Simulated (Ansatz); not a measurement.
# AlBH₄Te (SMILES B[Te][AlH2]): one structure at several levels

Aim: energy, forces and dipole at a structure displaced at random from a GFN2-xTB minimum, from CCSD(T) and from density functionals.

The runs use Ansatz 0.2.0, Gaussian basis; single points in def2-TZVPP.

Cores are frozen in the correlated methods. Filled d shells of the heavier atoms are correlated. Core potentials replace the inner electrons past krypton, and spin-orbit coupling is left out.

### 1 The system as given

SMILES `B[Te][AlH2]`, 7 atoms, charge 0, spin multiplicity 1.

Atoms are counted from 1 here; the program's logs count them from 0.

Bond lengths: B1–Te2 2.054 Å, B1–H4 1.191 Å, B1–H5 1.264 Å, Te2–Al3 2.517 Å, Al3–H6 1.536 Å, Al3–H7 1.477 Å. Angles: Te2–B1–H4 116.5°, Te2–B1–H5 119.8°, H4–B1–H5 123.2°, B1–Te2–Al3 80.4°, Te2–Al3–H6 123.1°, Te2–Al3–H7 120.9°, H6–Al3–H7 115.3°.

Coordinates:

```
atom    x (Å)    y (Å)    z (Å)
  B1  -1.2440  -0.6548  -0.5526
 Te2  -0.2899   0.8317  -1.6001
 Al3   1.2101   0.7137   0.4177
  H4  -2.2517  -1.0775  -1.0266
  H5  -0.8296  -0.9795   0.5969
  H6   2.4975  -0.1231   0.4585
  H7   0.7894   1.2895   1.7111
```

### 2 CCSD(T)/def2-TZVPP

run/in.yaml

```yaml
crystal:
  periodic: [false, false, false]
  atoms:
    - {symbol: B, position_ang: [-1.244000, -0.654800, -0.552600]}
    - {symbol: Te, position_ang: [-0.289900, 0.831700, -1.600100]}
    - {symbol: Al, position_ang: [1.210100, 0.713700, 0.417700]}
    - {symbol: H, position_ang: [-2.251700, -1.077500, -1.026600]}
    - {symbol: H, position_ang: [-0.829600, -0.979500, 0.596900]}
    - {symbol: H, position_ang: [2.497500, -0.123100, 0.458500]}
    - {symbol: H, position_ang: [0.789400, 1.289500, 1.711100]}
basis:
  gaussian: {orbitals: def2-TZVPP}
correlation: {method: ccsd_t}
output: {forces: true}
```

The command line of these runs was not kept.

### 3 PBE0-D4/def2-TZVPP

Edit run/in.yaml of step 2 so:

```diff
@@ -12,3 +12,3 @@
   gaussian: {orbitals: def2-TZVPP}
-correlation: {method: ccsd_t}
-output: {forces: true}
+hamiltonian: {xc: pbe0, dispersion: d4}
+output: {forces: true, orbitals: {seedname: orbitals}}
```

### 4 wB97M-V/def2-TZVPP

Edit run/in.yaml of step 3 so:

```diff
@@ -12,3 +12,3 @@
   gaussian: {orbitals: def2-TZVPP}
-hamiltonian: {xc: pbe0, dispersion: d4}
-output: {forces: true, orbitals: {seedname: orbitals}}
+hamiltonian: {xc: {name: wB97M-V}}
+output: {forces: true}
```

### 5 r2SCAN-D4/def2-TZVPP

Edit run/in.yaml of step 4 so:

```diff
@@ -12,3 +12,3 @@
   gaussian: {orbitals: def2-TZVPP}
-hamiltonian: {xc: {name: wB97M-V}}
+hamiltonian: {xc: r2scan, dispersion: d4}
 output: {forces: true}
```

### 6 PBE-D4/def2-TZVPP

Edit run/in.yaml of step 5 so:

```diff
@@ -12,3 +12,3 @@
   gaussian: {orbitals: def2-TZVPP}
-hamiltonian: {xc: r2scan, dispersion: d4}
+hamiltonian: {xc: pbe, dispersion: d4}
 output: {forces: true}
```

### 7 HSE06-D4/def2-TZVPP

Edit run/in.yaml of step 6 so:

```diff
@@ -12,3 +12,3 @@
   gaussian: {orbitals: def2-TZVPP}
-hamiltonian: {xc: pbe, dispersion: d4}
+hamiltonian: {xc: hse06, dispersion: d4}
 output: {forces: true}
```

### 8 r2SCAN0-D4/def2-TZVPP

Edit run/in.yaml of step 7 so:

```diff
@@ -12,3 +12,3 @@
   gaussian: {orbitals: def2-TZVPP}
-hamiltonian: {xc: hse06, dispersion: d4}
+hamiltonian: {xc: {name: r2SCAN0}, dispersion: d4}
 output: {forces: true}
```

(Steps that only read results are left out.)

Before running it: what results should come out? Wanted: energy less free atoms, CCSD(T)/def2-TZVPP; RMS force component; RMS force error; HOMO and LUMO, PBE0-D4; T1 diagnostic.

As calculated:

```
                                  quantity                                                                                               value
energy less free atoms, CCSD(T)/def2-TZVPP                                                                                          -19.131 eV
                       RMS force component                                                                0.691 to 0.752 eV/Å over the methods
                           RMS force error  PBE0-D4 0.048, wB97M-V 0.066, r2SCAN-D4 0.032, PBE-D4 0.103, HSE06-D4 0.048, r2SCAN0-D4 0.050 eV/Å
                    HOMO and LUMO, PBE0-D4                                                                                  -7.26 and -1.90 eV
                             T1 diagnostic                                                                                               0.015
```

What this shows: Against CCSD(T) the functionals' energies less atoms differ by -0.591 to -0.346 eV, PBE-D4 by -0.451 eV. CCSD(T) in triple zeta still lacks some correlation energy of the bonds, so part of these gaps is its own basis error and they don't rank the functionals. The forces of r2SCAN-D4 come nearest to CCSD(T), those of PBE-D4 are farthest. Frozen-core CCSD(T) forces in triple zeta carry basis errors of their own, and this is one geometry, so small gaps rank nothing.
